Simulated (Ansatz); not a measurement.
# EuOF: the cost of one run

Program: Ansatz 0.2.0. Level of theory: DFT LDA+U (U_eff = 3 eV on Eu f, around-mean-field double counting), plane waves, PAW, no spin–orbit coupling unless a run says so. These are calculated values, not measurements.

## Step 1: The structure to begin with

The structure is trigonal, space group R-3m (No. 166). The conventional cell has a = 3.908 Å, b = 3.908 Å, c = 19.264 Å, α = 90.00°, β = 90.00°, γ = 120.00°. Eu (site symmetry 3m) has 4 O at 2.31 to 2.34 Å and 4 F at 2.47 to 2.48 Å as nearest neighbours. F (site symmetry 3m) is surrounded by 4 Eu at 2.47 to 2.48 Å. Around O (site symmetry 3m) lie 4 Eu at 2.31 to 2.34 Å.

Structure file:

```
Eu F O
1.0
     1.95400    1.12814    6.42118
    -1.95400    1.12814    6.42118
     0.00000   -2.25629    6.42118
Eu F O
2 2 2
Direct
  0.24257 0.24257 0.24257
  0.75743 0.75743 0.75743
  0.62938 0.62938 0.62938
  0.37062 0.37062 0.37062
  0.12264 0.12264 0.12264
  0.87736 0.87736 0.87736
```

Magnetic order typed: opposed in the cell.

An earlier series on this cell reached its lowest free state from «random orbitals: fully mixed, first filling», perhaps among other starts.

## Step 2: Random orbitals: single harmonics, second filling

input.yaml reads:

```yaml
crystal:
  lattice:
    - [1.95400027, 1.12814258, 6.42118415]
    - [-1.95400027, 1.12814258, 6.42118415]
    - [0.0, -2.25628517, 6.42118415]
  atoms:
    - { symbol: Eu, position: [0.24257237, 0.24257237, 0.24257237], spin: 2.0 }
    - { symbol: Eu, position: [0.75742763, 0.75742763, 0.75742763], spin: -4.0 }
    - { symbol: F, position: [0.62938226, 0.62938226, 0.62938226] }
    - { symbol: F, position: [0.37061774, 0.37061774, 0.37061774] }
    - { symbol: O, position: [0.1226381, 0.1226381, 0.1226381] }
    - { symbol: O, position: [0.8773619, 0.8773619, 0.8773619] }
basis:
  ecutwfc: 420
  ecutrho_ratio: 4
kpoints:
  mp_grid: { grid: [6, 6, 6] }
hamiltonian:
  xc: lda
  hubbard:
    sites:
      - { site: 0, l: f, u_eff: 3.0, starting_ns: [{ spin: up, occupation_matrix: s0up }, { spin: down, occupation_matrix: s0down }] }
      - { site: 1, l: f, u_eff: 3.0, starting_ns: [{ spin: up, occupation_matrix: s1up }, { spin: down, occupation_matrix: s1down }] }
    double_counting: amf
    occupation_matrices:
      s0up:
        matrix:
          - [0.97, 0.0, 0.0, 0.0, 0.0, 0.0, 0.0]
          - [0.0, 0.02, 0.0, 0.0, 0.0, 0.0, 0.0]
          - [0.0, 0.0, 0.02, 0.0, 0.0, 0.0, 0.0]
          - [0.0, 0.0, 0.0, 0.97, 0.0, 0.0, 0.0]
          - [0.0, 0.0, 0.0, 0.0, 0.97, 0.0, 0.0]
          - [0.0, 0.0, 0.0, 0.0, 0.0, 0.97, 0.0]
          - [0.0, 0.0, 0.0, 0.0, 0.0, 0.0, 0.02]
      s0down:
        matrix:
          - [0.02, 0.0, 0.0, 0.0, 0.0, 0.0, 0.0]
          - [0.0, 0.97, 0.0, 0.0, 0.0, 0.0, 0.0]
          - [0.0, 0.0, 0.97, 0.0, 0.0, 0.0, 0.0]
          - [0.0, 0.0, 0.0, 0.02, 0.0, 0.0, 0.0]
          - [0.0, 0.0, 0.0, 0.0, 0.02, 0.0, 0.0]
          - [0.0, 0.0, 0.0, 0.0, 0.0, 0.02, 0.0]
          - [0.0, 0.0, 0.0, 0.0, 0.0, 0.0, 0.02]
      s1up:
        matrix:
          - [0.02, 0.0, 0.0, 0.0, 0.0, 0.0, 0.0]
          - [0.0, 0.97, 0.0, 0.0, 0.0, 0.0, 0.0]
          - [0.0, 0.0, 0.02, 0.0, 0.0, 0.0, 0.0]
          - [0.0, 0.0, 0.0, 0.02, 0.0, 0.0, 0.0]
          - [0.0, 0.0, 0.0, 0.0, 0.02, 0.0, 0.0]
          - [0.0, 0.0, 0.0, 0.0, 0.0, 0.02, 0.0]
          - [0.0, 0.0, 0.0, 0.0, 0.0, 0.0, 0.02]
      s1down:
        matrix:
          - [0.97, 0.0, 0.0, 0.0, 0.0, 0.0, 0.0]
          - [0.0, 0.97, 0.0, 0.0, 0.0, 0.0, 0.0]
          - [0.0, 0.0, 0.02, 0.0, 0.0, 0.0, 0.0]
          - [0.0, 0.0, 0.0, 0.02, 0.0, 0.0, 0.0]
          - [0.0, 0.0, 0.0, 0.0, 0.97, 0.0, 0.0]
          - [0.0, 0.0, 0.0, 0.0, 0.0, 0.97, 0.0]
          - [0.0, 0.0, 0.0, 0.0, 0.0, 0.0, 0.97]
    ns_hold: { iters: 12 }
scf:
  occupations: { method: gaussian, width: 0.05 }
  lower_state_search: "off"
  max_iter: 150
output:
  forces: true
  stress: true
  eigenvalues: true
  populations: true
  hubbard: { sites: [{ site: 0, l: f }, { site: 1, l: f }] }
magnetization:
  spin_polarized: true
```

The typed matrices put 0.97 on the chosen orbitals and 0.02 on the others, and are held for 12 cycles.

Started as:

```console
$ ansatz run input.yaml --threads 4 --pin off --max-ram 6144MiB --backend cpu --events-out ev --progress --plain --runs-dir out
```

**Question.** How long does this run take on 4 threads of AMD EPYC 9R45 (Zen 5), shared host, and how much memory does it need?

About 45 s, with a peak of 1.5 GiB.
